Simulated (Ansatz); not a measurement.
## the Al-Ag system: a small convex hull

Run with the Python package of Ansatz (0.2.0).

`hull_alag.py`:
```python
from collections import Counter
import warnings

import ansatz as az
import numpy as np
from scipy.spatial import ConvexHull

PHASES = {
    "AlAg P-6m2": (
        [[2.92638655, 0.0, 0.0], [-1.46319328, 2.5343251, 0.0], [0.0, 0.0, 4.42760443]],
        [
            ("Al", [0.0, 0.0, 0.5]),
            ("Ag", [2 / 3, 1 / 3, 0.0]),
        ],
    ),
    "Al3Ag Pm-3m": (
        [[4.081513, 0.0, 0.0], [0.0, 4.081513, 0.0], [0.0, 0.0, 4.081513]],
        [
            ("Al", [0.0, 0.5, 0.5]),
            ("Al", [0.5, 0.0, 0.5]),
            ("Al", [0.5, 0.5, 0.0]),
            ("Ag", [0.0, 0.0, 0.0]),
        ],
    ),
    "Al": (
        [[0.0, 2.024805, 2.024805], [2.024805, 0.0, 2.024805], [2.024805, 2.024805, 0.0]],
        [
            ("Al", [0.0, 0.0, 0.0]),
        ],
    ),
    "Ag": (
        [[0.0, 2.04275, 2.04275], [2.04275, 0.0, 2.04275], [2.04275, 2.04275, 0.0]],
        [
            ("Ag", [0.0, 0.0, 0.0]),
        ],
    ),
}


def build(vectors, sites):
    crystal = az.Crystal(lattice=az.Lattice.of(vectors))
    for symbol, position in sites:
        crystal = crystal.atom(symbol, position)
    return crystal


def ground_state(name, crystal):
    calc = crystal.calculation()
    calc = calc.functional("r2scan")
    calc = calc.basis(620)
    calc = calc.kpoints(spacing=0.16).occupations("fermi_dirac", width=0.05)
    calc = calc.relax(force_tolerance=0.02, max_steps=40, fix_cell=["shape"])
    return calc.run(threads=1)


def counts(outcome):
    return Counter(site.symbol for site in outcome.lattice.sites)

def formation_energy(outcome, mu):
    n = counts(outcome)
    return (outcome.report["energy_sigma0_ev"] - sum(k * mu[element] for element, k in n.items())) / sum(n.values())

warnings.simplefilter("ignore")

phases = {name: build(*cell) for name, cell in PHASES.items()}

done = {}
for name, crystal in phases.items():
    done[name] = ground_state(name, crystal)
    print(f"{name}: {done[name].report['energy_sigma0_ev']:.4f} eV, {len(done[name].lattice.sites)} atoms")

references = {"Al": "Al", "Ag": "Ag"}
mu = {element: done[name].report["energy_sigma0_ev"] / len(done[name].lattice.sites) for element, name in references.items()}
points = sorted((counts(o)["Ag"] / len(o.lattice.sites), formation_energy(o, mu), name) for name, o in done.items())

xy = np.array([(x, e) for x, e, _ in points] + [(0.5, 10.0)])
hull = sorted(tuple(xy[i]) for i in ConvexHull(xy).vertices if xy[i, 1] < 5)
rows = [(name, x, e, e - np.interp(x, *zip(*hull))) for x, e, name in points]
print("     phase       x(Ag)  E_form (eV/atom)  above hull (eV/atom)")
for row in rows:
    print(f"{str(row[0]):>10}  {row[1]:10.3f}  {row[2]:16.4f}  {row[3]:20.4f}")
print("on the hull of these phases:", ", ".join(row[0] for row in rows if row[3] < 1e-6))
```

```console
$ python hull_alag.py
AlAg P-6m2: -8144.4033 eV, 2 atoms
Al3Ag Pm-3m: -9224.8824 eV, 4 atoms
Al: -540.4131 eV, 1 atoms
Ag: -7603.9419 eV, 1 atoms
     phase       x(Ag)  E_form (eV/atom)  above hull (eV/atom)
        Al       0.000            0.0000                0.0000
Al3Ag Pm-3m       0.250            0.0747                0.0868
AlAg P-6m2       0.500           -0.0242                0.0000
        Ag       1.000            0.0000                0.0000
on the hull of these phases: Al, AlAg P-6m2, Ag
```

Notes:
- Absolute energies stand on the zero of these potentials, so only differences at equal settings mean something.
- Atoms and volume are relaxed with the cell's shape held, which in cells of lower than cubic symmetry can hide stresses and shift volumes.
- The cells come from databases of deposited and of computed structures, and not all need be stable phases.
- Differences under 10 to 15 meV an atom lie within the error of mesh and functional, so such verdicts may flip; only the cells listed enter the hull.
- Hardware and time: 2.2 min on 1 thread of Arm Neoverse V2, on a shared host, peak memory 0.79 GiB.
